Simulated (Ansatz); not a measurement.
## InPd, space group Pm-3m: a relaxation followed by a look at the electronic structure

Computed with Ansatz 0.2.0, Python API.

`POSCAR_inpd`
```text
InPd
1.0
   3.27188478    0.00000000    0.00000000
   0.00000000    3.27188478    0.00000000
   0.00000000    0.00000000    3.27188478
In Pd
1 1
Direct
   0.00000000    0.00000000    0.00000000
   0.50000000    0.50000000    0.50000000
```

Script `inpd_pipeline.py`:
```python
"""Relax InPd, then bands and states at the relaxed cell."""

import warnings

import ansatz as az
from ase.io import read
import numpy as np

OCCUPATIONS = "Fermi-Dirac"
WIDTH_EV = 0.1
ECUT = 600
XC = "r2SCAN"


def count_gap(report):
    # lowest empty less highest filled band, counting bands; zero where they overlap
    return max(report.get("gap_by_band_count_ev") or 0.0, 0.0)


def configured(crystal, spacing):
    return (
        crystal.calculation()
        .occupations(OCCUPATIONS, width=WIDTH_EV)
        .basis(ECUT)
        .functional(XC)
        .kpoints(spacing=spacing)
    )

warnings.simplefilter("ignore", az.DeckWarning)

atoms = read("POSCAR_inpd", format="vasp")
xtal = az.Crystal.from_ase(atoms)

relaxed = configured(xtal, 0.34).relax(cell=True, force_tolerance=0.02, max_steps=40).checkpoint(write="relax.run", compress=False).run(threads=1)
cell = np.asarray(relaxed.lattice.cell_ang)
print("relaxed edges (A):", np.linalg.norm(cell, axis=1).round(4), " volume:", round(abs(np.linalg.det(cell)), 3), "A^3")
for site in relaxed.lattice.sites:
    print(" ", site.symbol, np.round(site.position_frac, 4) + 0.0)

final = az.Crystal.from_checkpoint("relax.run")
res = configured(final, 0.26).functional("lda").stress().band_table().density_of_states(energy_step=0.05).run(threads=1)
report = res.report
dos = res.density_of_states()
print(f"pressure at the relaxed cell {np.trace(report['stress_gpa']) / 3:.3f} GPa, gap by band count {count_gap(report):.3f} eV")
if count_gap(report) == 0:
    print("states/eV at the Fermi level:", round(float(np.interp(dos.fermi_ev, dos.energies_ev, dos.spin_summed_g_bin_mean_per_ev)), 3))
```

```console
$ python inpd_pipeline.py
relaxed edges (A): [3.2693 3.2693 3.2693]  volume: 34.945 A^3
  In [0. 0. 0.]
  Pd [0.5 0.5 0.5]
pressure at the relaxed cell -6.710 GPa, gap by band count 0.000 eV
states/eV at the Fermi level: 0.814
```

Reading the output:
- No spin polarisation was allowed.
- For a metal this k-point mesh is coarse: on a finer one energies can move by several to tens of meV an atom and pressures by half a GPa or more, differences at one mesh by less.
- An absolute Fermi energy rests on an arbitrary zero of the periodic potential and has no direct meaning.
- A gap by band count of zero or less means overlapping bands, a metal, and at an odd count of electrons it is no gap at all.
- At these settings the cell as given stands under about -7 GPa, so it isn't at this functional's equilibrium volume.
- This cell is a computed structure, which may not be the phase found in nature.
- Gaps and levels are Kohn-Sham values on a finite set of k-points, without spin-orbit coupling.
- Where the second run takes another functional or mesh than the relaxation, its pressure isn't zero; pressure is positive in compression.
- The computed bands are complete only to about 4.5 eV above the Fermi level; beyond that the density of states is undercounted.
- Finished in 13 s on 1 thread of Arm Neoverse V2 (shared host), peak memory 0.52 GiB.

(Lines on the test bed's own set-up are left out of the output.)
